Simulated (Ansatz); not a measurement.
I need a single point from an input typed as a dict of Cs, space group I4/mmm. Use the Ansatz DFT code, driven from Python. Level of theory: PBEsol, PAW, cutoff 510 eV, 8×8×8 k-points, Fermi-Dirac smearing of 0.15 eV.

```yaml
crystal:
  lattice:
    - [-2.75008, 2.75008, 4.09724]
    - [2.75008, -2.75008, 4.09724]
    - [2.75008, 2.75008, -4.09724]
  atoms:
    - { symbol: Cs, position: [0.00000, 0.00000, 0.00000] }
```

The script, `deck.py`:
```python
"""Cs from an input typed as a mapping."""

import warnings

import ansatz as az
import numpy as np


def main() -> None:
    warnings.simplefilter("ignore", az.DeckWarning)

    config = {
        "crystal": {
            "lattice": [
                [-2.750075, 2.750075, 4.097239],
                [2.750075, -2.750075, 4.097239],
                [2.750075, 2.750075, -4.097239],
            ],
            "atoms": [{"symbol": "Cs", "position": [0.0, 0.0, 0.0]}],
        },
        "kpoints": {"mp_grid": {"grid": [8, 8, 8]}},
        "hamiltonian": {"xc": "pbesol"},
        "scf": {"occupations": {"method": "fermi_dirac", "width": 0.15}},
        "basis": {"ecutwfc": 510},
        "output": {"forces": True, "stress": True},
    }

    planned = az.Session.from_dict(config).plan(threads=1, pin="off")
    outcome = planned.execute()
    r = outcome.report

    for key in ("converged", "n_iterations", "n_electrons", "n_kpoints", "n_pw", "n_symmetry_ops", "free_energy_ev", "fermi_energy_ev"):
        print(f"{key:18s} {r[key]}")

    # pressure is a third of the trace
    sigma = r["stress_gpa"]
    voigt = [sigma[0][0], sigma[1][1], sigma[2][2], sigma[1][2], sigma[0][2], sigma[0][1]]
    print("stress xx yy zz yz xz xy (GPa, compression positive):", " ".join(f"{s:.3f}" for s in voigt))
    print("P =", round(10 * float(np.mean(voigt[:3])), 2), "kbar")

    # forces in eV per angstrom
    forces = np.array(r["forces_ev_ang"])
    norms = np.linalg.norm(forces, axis=1)
    print("largest force {:.4f} eV/A on atom {}".format(norms.max(), norms.argmax()))
    print(np.array2string(forces, precision=4, suppress_small=True))

    used = r["setup"]
    print("cutoffs (eV):", used["ecut_ev"], used["ecutrho_ev"], " FFT grid:", used["fft_dense"])
    print("cell volume {:.3f} A^3, {} symmetry operations".format(used["cell_volume_ang3"], used["n_sym_ops"]))


if __name__ == "__main__":
    main()
```

```console
$ python deck.py
converged          True
n_iterations       6
n_electrons        9.0
n_kpoints          59
n_pw               3263
n_symmetry_ops     16
free_energy_ev     -5585.8288432687
fermi_energy_ev    1.8229967060142043
stress xx yy zz yz xz xy (GPa, compression positive): -0.195 -0.195 -0.224 0.000 0.000 0.000
P = -2.05 kbar
largest force 0.0000 eV/A on atom 0
[[-0.  0.  0.]]
cutoffs (eV): 510.0 2040.0  FFT grid: [45, 45, 45]
cell volume 123.948 A^3, 16 symmetry operations
```

What to keep in mind:
- Absolute energies stand on the zero of these potentials, so only differences at equal settings mean something. A total without «per atom» is that of the cell as typed.
- An absolute Fermi energy rests on an arbitrary zero of the periodic potential and has no direct meaning.
- A Fermi-Dirac width this large means warm electrons, whose thermal share enters the free energy.
- This isn't the structure that Cs takes at ambient conditions.
- Hardware and time: 5.4 s on 1 thread of Arm Neoverse V1, on a shared host, peak memory 0.49 GiB.
